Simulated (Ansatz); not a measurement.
# C2H3AlFN (SMILES [CH3][Al]([F])[C]#N) at B3LYP/cc-pVDZ

What is the vertical singlet–triplet gap of C2H3AlFN at B3LYP/cc-pVDZ? 

Program for the calculation: Ansatz 0.2.0.

114 further runs of the same task are left out: 114 set aside as unsound or not needed. Runs told in other sessions of the task aren't counted.

## 1. The system as given

C2H3AlFN: 8 atoms, total charge 0, spin state singlet. SMILES: `[CH3][Al]([F])[C]#N`. Geometry: relaxed at PBE0-D4/def2-TZVP.

Bond lengths: C1–Al2 1.922 Å, Al2–F3 1.642 Å, Al2–C4 1.932 Å, C4–N5 1.154 Å, C1–H6 1.094 Å, C1–H7 1.094 Å, C1–H8 1.092 Å. Angles: C1–Al2–F3 122.9°, C1–Al2–C4 123.0°, F3–Al2–C4 114.1°, Al2–C4–N5 177.1°, Al2–C1–H6 110.8°, Al2–C1–H7 110.8°, Al2–C1–H8 111.7°, H6–C1–H7 106.8°, H6–C1–H8 108.2°, H7–C1–H8 108.2°.

## 2. A single-point energy at B3LYP/cc-pVDZ

Contents of in.yaml:

```yaml
basis:
  gaussian:
    orbitals: cc-pVDZ
crystal:
  periodic: [false, false, false]
  atoms:
    - {symbol: C, position_ang: [-0.796200, -0.780200, 0.685800]}
    - {symbol: Al, position_ang: [0.733700, 0.022200, -0.157100]}
    - {symbol: F, position_ang: [2.249400, -0.595500, -0.030200]}
    - {symbol: C, position_ang: [0.623900, 1.626000, -1.228300]}
    - {symbol: "N", position_ang: [0.500000, 2.584900, -1.857400]}
    - {symbol: H, position_ang: [-0.942000, -1.805200, 0.332600]}
    - {symbol: H, position_ang: [-0.659200, -0.835500, 1.769600]}
    - {symbol: H, position_ang: [-1.709600, -0.216500, 0.485000]}
accuracy: high
hamiltonian:
  xc: {name: B3LYP}
output: {orbitals: {seedname: orbitals}}
```

Launch:

```
$ ansatz run in.yaml --threads 1 --pin off --max-ram 2610MiB --events-out events.jsonl --progress --plain --runs-dir runs
```

Standard output:

```text
Warning: RAYON_NUM_THREADS=1 ignored (pool sized by the plan → 1); use --threads N
Functional definition: B3LYP
  name "B3LYP"
  parameter a0 = 0.2
  parameter ax = 0.72
  parameter ac = 0.81
  exchange = (1 - a0 - ax)*slater_x + ax*b88_x + a0*exact_x
  correlation = (1 - ac)*vwn_rpa_c + ac*lyp_c
1997 factors; integrals over basis functions are off by at most 3.9e-9 eV
mean field evaluation 1: about -12919.3172 eV, gradient 6.7e1 eV
mean field evaluation 2: about -12906.7584 eV, gradient 1.0e2 eV
mean field evaluation 4: about -12929.1759 eV, gradient 6.1e0 eV
mean field evaluation 8: about -12929.3936 eV, gradient 8.7e-1 eV
mean field evaluation 16: about -12929.3956 eV, gradient 2.6e-5 eV
mean field -12929.39559368 eV, -475.1465242086 hartree, gradient 5.0e-8 eV, S^2 0.000000; 0 other end points of the search recorded, 0 dependent functions left out
reference -12929.39563425 eV, -475.1465256995 hartree; 22, 22 occupied and 67, 67 virtual orbitals, 1997 factors
Total energy: -12929.39563425 eV, -475.1465256995 hartree
```

It took 8.4 s on 1 thread of Arm Neoverse V2, shared host; peak memory 0.3 GiB.

## 3. The triplet

Contents of input.yaml:

```yaml
crystal:
  periodic: [false, false, false]
  atoms:
    - symbol: C
      position_ang: [-0.796200, -0.780200, 0.685800]
    - symbol: Al
      position_ang: [0.733700, 0.022200, -0.157100]
    - symbol: F
      position_ang: [2.249400, -0.595500, -0.030200]
    - symbol: C
      position_ang: [0.623900, 1.626000, -1.228300]
    - symbol: N
      position_ang: [0.500000, 2.584900, -1.857400]
    - symbol: H
      position_ang: [-0.942000, -1.805200, 0.332600]
    - symbol: H
      position_ang: [-0.659200, -0.835500, 1.769600]
    - symbol: H
      position_ang: [-1.709600, -0.216500, 0.485000]
basis:
  gaussian:
    orbitals: cc-pVDZ
magnetization:
  spin_polarized: true
  initial_magnetization: 2
hamiltonian:
  xc: {name: B3LYP}
accuracy: high
output: {orbitals: {seedname: orbitals}}
```

Launch:

```
$ ansatz run input.yaml --threads 1 --pin off --max-ram 2610MiB --events-out events.jsonl --progress --plain --runs-dir runs
```

Standard output, cut to the lines that bear on the results:

```text
Warning: RAYON_NUM_THREADS=1 ignored (pool sized by the plan → 1); use --threads N
[... 2 set-up lines as earlier in the session ...]
[...]
1997 factors; integrals over basis functions are off by at most 3.9e-9 eV
[...]
mean field -12923.72465340 eV, -474.9381209971 hartree, gradient 2.1e-8 eV, S^2 2.003730; 7 other end points of the search recorded, 0 dependent functions left out
reference -12923.72469446 eV, -474.9381225063 hartree; 23, 21 occupied and 66, 68 virtual orbitals, 1997 factors
Total energy: -12923.72469446 eV, -474.9381225063 hartree
```

It took 72 s on 1 thread of Arm Neoverse V2, shared host; peak memory 0.45 GiB.

## 4. Summary of results

Level: B3LYP/cc-pVDZ.

| quantity | value |
| --- | --- |
| singlet: total energy | -475.14653 Eh |
| singlet: HOMO energy | -9.06 eV |
| singlet: LUMO energy | -1.94 eV |
| singlet: HOMO–LUMO gap | 7.13 eV |
| triplet: total energy | -474.93812 Eh |
| triplet: HOMO energy (highest over α and β) | -4.46 eV |
| triplet: ⟨S²⟩ | 2.004 |
| vertical energy of the triplet above the singlet | 5.671 eV |

What this shows: At this shape the triplet lies 5.67 eV (131 kcal/mol) above the singlet.
